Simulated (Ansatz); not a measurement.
Runs of Ansatz 0.2.0 on WAu. It takes space group F-43m (No. 216, cubic). Conventional cell: a = 5.496 Å, b = 5.496 Å, c = 5.496 Å, α = 90.00°, β = 90.00°, γ = 90.00°. W (site symmetry -43m) has 4 Au at 2.38 Å as nearest neighbours. Around Au (site symmetry -43m) lie 4 W at 2.38 Å. The cell was built by a generator and needn't be a form met in nature.

| level | gap on the mesh (eV) | pressure (GPa) | relaxed volume (Å³/atom) |
| --- | --- | --- | --- |
| revPBE+D3(BJ) | none | 0.0 | (b) |
| revPBE+D4 | none | 0.0 | 23.89 |
| BLYP+D3(BJ) | none | 0.0 | 24.06 |
| RPBE+D3(BJ) | none | 0.0 | 21.35 |
| RPBE+D4 | none | 0.0 | (a) |

Alike in all rows: task relaxation of cell and atoms; potentials or basis Ansatz PAW; no spin polarisation; cell relaxed; k mesh 8 × 8 × 8; cutoff (eV) 420; smearing fermi-dirac 0.05 eV.

Q: Fill in the values left out.

A: (a) 23.76; (b) 23.68.

Caveats: the plane-wave basis is chosen anew once the cell has moved, so the energies of steps on either side of that aren't comparable; pairwise dispersion overbinds metals, which lowers pressure and volume; the PAW data sets come from PBE, with cores solved anew for the run's functional, which leaves a small shift of forces and pressure; the volume moved by over 15 % at a fixed basis, so the end points are rough (some runs).

A k mesh can miss the band edges, and the runs leave out spin-orbit coupling on Au, W.

A gap of «none» marks a metal or a gap under the smearing width.

Runs at the PBE level aren't shown here.
